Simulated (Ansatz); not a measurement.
CH₆AlFOSi, SMILES C[O][Al]([F])[SiH3]: vertical spin-state energies, run with Ansatz's Python interface.

The script, `run_spin.py`:
```python
"""Gap between spin states of CH6AlFOSi at one geometry."""

import ansatz as az

BASIS = "def2-TZVP"
FUNCTIONAL = "R2SCAN0"


def main() -> None:
    molecule = (
        az.Crystal.molecule()
        .atom("C", (0.1105, -1.4045, 1.6191))
        .atom("O", (0.9979, -0.3771, 1.2643))
        .atom("Al", (0.8589, -0.0152, -0.5649))
        .atom("F", (1.9766, -0.9354, -1.7194))
        .atom("Si", (-0.6082, 1.6176, -1.3525))
        .atom("H", (0.1417, -1.5437, 2.6942))
        .atom("H", (0.2953, -2.3138, 1.0806))
        .atom("H", (-0.9383, -0.996, 1.401))
        .atom("H", (-1.317, 2.2347, -0.1502))
        .atom("H", (0.1384, 2.6731, -2.0246))
        .atom("H", (-1.5906, 1.0033, -2.227))
    )

    calculation = molecule.calculation()
    calculation = calculation.basis(gaussian=BASIS)
    calculation = calculation.functional(FUNCTIONAL)
    calculation = calculation.accuracy("medium")
    found = {}
    for unpaired in [0, 2]:
        summary = calculation.spin("collinear", total=unpaired).run().report
        s = unpaired / 2
        found[unpaired] = summary["free_energy_ev"]
        print(f"2S+1 = {unpaired + 1}: E = {found[unpaired]:.5f} eV, <S^2> = {abs(summary['mean_field']['state']['spin_squared']):.3f} (pure state {s * (s + 1):.2f})")
    lowest = min(found, key=found.get)
    for unpaired, e in found.items():
        print(f"multiplicity {unpaired + 1}: {23.060548 * (e - found[lowest]):.1f} kcal/mol above the lowest")


if __name__ == "__main__":
    main()
```

Which spin state is lowest at this geometry, and how far above lie the others?

In order: multiplicity 1 (+0.00 eV) and multiplicity 3 (+4.23 eV), all at the one geometry.

What the script printed:

`python run_spin.py` gives:
```text
2S+1 = 1: E = -20372.83911 eV, <S^2> = 0.000 (pure state 0.00)
2S+1 = 3: E = -20368.60786 eV, <S^2> = 2.014 (pure state 2.00)
multiplicity 1: 0.0 kcal/mol above the lowest
multiplicity 3: 97.6 kcal/mol above the lowest
```

These settings explore the input space; basis and method may be short of convergence. The geometry is a force-field or estimated start, not a minimum of this method, and the basis set is short of its limit. All parts are taken at fixed geometry, without zero-point energy. Hardware and time: 120 s on 1 thread of Arm Neoverse V1 (shared host), peak memory 1 GiB.

(Lines on the test bed's own set-up are left out of the output.)
